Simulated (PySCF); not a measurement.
# C3H8OSi: the cost of one run

Computed with PySCF 2.14.0, with density-fitted response routines of our own, on a single molecule in the gas phase. Atoms are numbered from 0 throughout.

### Step 1. The starting structure

13 atoms, charge 0, multiplicity 1; geometry from: GFN2-xTB. The atoms were then displaced at random by about 0.01 Å, so the start is not that level's minimum.

Bonds of the start (Å): C0–C1 1.47, C1–C2 1.32, C2–O3 1.40, O3–Si4 1.59, C0–H5 1.13, C0–H6 1.09, C0–H7 1.07, C1–H8 1.10, C2–H9 1.07, Si4–H10 1.44, Si4–H11 1.46, Si4–H12 1.47.

### Step 2. Relaxing the molecule at PBE0-D3(BJ)/def2-SVP

The job: settings as JSON, then the geometry in Å.

```
{"job": {"xc": "PBE0", "basis": "def2-SVP", "d3": "d3bj", "grid": 1, "shake": 0.01, "kind": "geom"}, "charge": 0, "multiplicity": 1}
C     -2.272940     0.110160     0.192650
C     -0.808370     0.151320     0.128210
C     -0.090500    -0.797160    -0.435370
O      1.306990    -0.814710    -0.515400
Si     2.434880     0.196890    -0.026250
H     -2.708410     0.980690    -0.373590
H     -2.624070     0.226460     1.219490
H     -2.670130    -0.782080    -0.234750
H     -0.312350     1.017050     0.590650
H     -0.521370    -1.674910    -0.870010
H      3.591050    -0.523780    -0.494360
H      2.291530     1.525670    -0.623000
H      2.389510     0.367510     1.431430
```

The run is started by

```bash
OMP_NUM_THREADS=1 python probes_run.py task.json out
```

The driver reads the jobs from task.json and runs them one after another.

**Question.** How long does this first job take on 1 thread of Arm Neoverse N1, shared host, and how much memory does it need?

About 83 s, with a peak of 0.46 GiB.
